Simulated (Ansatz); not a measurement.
# C3Ge2: the cost of one run

Method: the levels named in each step, in Ansatz 0.2.0.

## 1. Starting point

Bond lengths: Ge1–C2 1.786 Å, C2–C3 1.283 Å, C3–C4 1.283 Å, C4–Ge5 1.786 Å. Angles: Ge1–C2–C3 180.0°, C2–C3–C4 180.0°, C3–C4–Ge5 180.0°.

Coordinates:

```xyz
5

Ge    0.0000    0.0000   -3.0697
C     0.0000    0.0000   -1.2834
C     0.0000    0.0000    0.0000
C     0.0000    0.0000    1.2834
Ge    0.0000    0.0000    3.0697
```

## 2. A rough first relaxation, PBE-D4/def2-SVP

This run stands in another session on the same molecule. It ended at:

```xyz
5

Ge    0.0000    0.0000   -3.0950
C     0.0000    0.0000   -1.3029
C     0.0000    0.0000    0.0000
C     0.0000    0.0000    1.3029
Ge    0.0000    0.0000    3.0950
```

## 3. Relaxation, PBE0-D4/def2-TZVPP

File input.yaml:

```yaml
crystal:
  periodic: [false, false, false]
  atoms:
    - { symbol: Ge, position_ang: [0.0, 0.0, -3.09497675] }
    - { symbol: C, position_ang: [0.0, 0.0, -1.30286514] }
    - { symbol: C, position_ang: [0.0, 0.0, -2.16e-06] }
    - { symbol: C, position_ang: [0.0, 0.0, 1.30286158] }
    - { symbol: Ge, position_ang: [0.0, 0.0, 3.09497248] }
basis:
  gaussian: { orbitals: def2-TZVPP }
hamiltonian:
  xc: pbe0
  dispersion: d4
relax:
  f_tol: 0.002
  max_steps: 150
```

Run with:

```console
ansatz run input.yaml --threads 4 --pin off --max-ram 10240MiB --backend cpu --events-out ev --progress --plain --runs-dir out
```

**Question.** How long does this run take on 4 threads of Arm Neoverse N1, shared host, and how much memory does it need?

About 30 s, with a peak of 0.55 GiB.
